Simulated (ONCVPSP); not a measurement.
# Co: generating and testing an ONCV potential

Do these settings give a usable potential? It is generated, then checked for transferability, scattering, ghosts and hardness.

The numbers are computed with ONCVPSP 4.0.1.1 (patched build) (PBE, scalar-relativistic, spin-unpolarised reference atom).

**1. The design**

Typed settings, in words:

```json
{
 "element": "cobalt (Co, Z = 27)",
 "type": "optimised norm-conserving Vanderbilt (ONCV)",
 "frozen core": "[Ne]",
 "valence charge": "17",
 "reference configuration": "3s2 3p6 3d7 4s2",
 "partial waves": "3s+4s: rc 1.55 bohr, ncon 5, nbas 9, qcut 6.2 1/bohr, 2 projectors; 3p: rc 1.00 bohr, ncon 3, nbas 6, qcut 13 1/bohr, 1 projector; 3d: rc 1.00 bohr, ncon 5, nbas 9, qcut 12.6 1/bohr, 3 projectors, debl 1.9 Ha",
 "local potential": "polynomial inside 0.85 bohr (lpopt 2, dvloc0 0 Ha)",
 "core correction": "not asked for"
}
```

The nodes and maxima of the atom's own shells, from an earlier all-electron run, set the scale for the radii.

All-electron outer shells of the reference configuration (PBE, scalar-relativistic, ld1.x):

```json
{"shell": "2p", "level (eV)": "-769.94", "outermost node (bohr)": "–", "outermost maximum (bohr)": "0.17"}
{"shell": "3s", "level (eV)": "-102.40", "outermost node (bohr)": "0.31", "outermost maximum (bohr)": "0.66"}
{"shell": "3p", "level (eV)": "-65.64", "outermost node (bohr)": "0.28", "outermost maximum (bohr)": "0.68"}
{"shell": "3d", "level (eV)": "-8.20", "outermost node (bohr)": "–", "outermost maximum (bohr)": "0.66"}
{"shell": "4s", "level (eV)": "-5.47", "outermost node (bohr)": "0.96", "outermost maximum (bohr)": "2.32"}
{"shell": "4p", "level (eV)": "-1.28", "outermost node (bohr)": "1.05", "outermost maximum (bohr)": "3.25"}
```

**2. The generation run**

Co.dat reads:

```
# ATOM AND REFERENCE CONFIGURATION
# atsym  z   nc   nv     iexc    psfile
  Co 27.00    3    4        4      upf
#
#   n    l    f
    1    0    2.00
    2    0    2.00
    2    1    6.00
    3    0    2.00
    3    1    6.00
    3    2    7.00
    4    0    2.00
#
# PSEUDOPOTENTIAL AND OPTIMIZATION
# lmax
    2
#
#   l,   rc,      ep,       ncon, nbas, qcut
    0    1.55    0.00    5    9    6.20
    1    1.00    0.00    3    6   13.00
    2    1.00    0.00    5    9   12.60
#
# LOCAL POTENTIAL
# lloc, lpopt,  rc(5),   dvloc0
    4    2    0.85    0.00
#
# VANDERBILT-KLEINMAN-BYLANDER PROJECTORs
# l, nproj, debl
    0    2    2.30
    1    1    1.00
    2    3    1.90
#
# MODEL CORE CHARGE
# icmod, fcfact, rcfact
    0    0.00    0.00
#
# LOG DERIVATIVE ANALYSIS
# epsh1, epsh2, depsh
   -5.00    5.00    0.04
#
# OUTPUT GRID
# rlmax, drl
    6.00    0.01
#
# TEST CONFIGURATIONS
# ncnf
    4
# nvcnf
#   n    l    f
    4
    3    0    2.00
    3    1    6.00
    3    2    7.00
    4    0    1.00
#
    4
    3    0    2.00
    3    1    6.00
    3    2    7.00
    4    0    0.00
#
    4
    3    0    2.00
    3    1    6.00
    3    2    6.00
    4    0    0.00
#
    4
    3    0    2.00
    3    1    6.00
    3    2    8.00
    4    0    0.00
#
```

Command:

```bash
oncvpsp.x < Co.dat > Co.out
```

Before running it: what results should come out? Wanted: cutoffs for 1 and 0.1 mHa per electron, occupied waves; bound ghosts; GHOST(+) flags; largest test error; largest phase difference near zero energy, channels read.

As calculated:

| quantity | value |
| --- | --- |
| cutoffs for 1 and 0.1 mHa per electron, occupied waves | 102 Ha and 273 Ha |
| bound ghosts | none found |
| GHOST(+) flags | d at 675 eV, d at 4643 eV |
| largest test error (AE − PS) | +8.2 meV, for 3s2 3p6 3d8 4s0 |
| largest phase difference near zero energy, channels read | 0.002 rad |

In words: The worst unpolarised test, 3s2 3p6 3d8 4s0, is off by 8.2 meV on 6.5 eV; by total energies transferability rates as good. The potential is very hard: the looser tolerance needs 102 Ha. The tighter tolerance needs 273 Ha, and converged work needs a cutoff nearer that. At the looser tolerance the 3d wave is the slowest; 3p needs 35 Ha. No bound ghost shows below the valence levels. Near zero energy the phases of the channels with partial waves agree within 0.002 rad. The program also flags highly localised states, GHOST(+) (d).
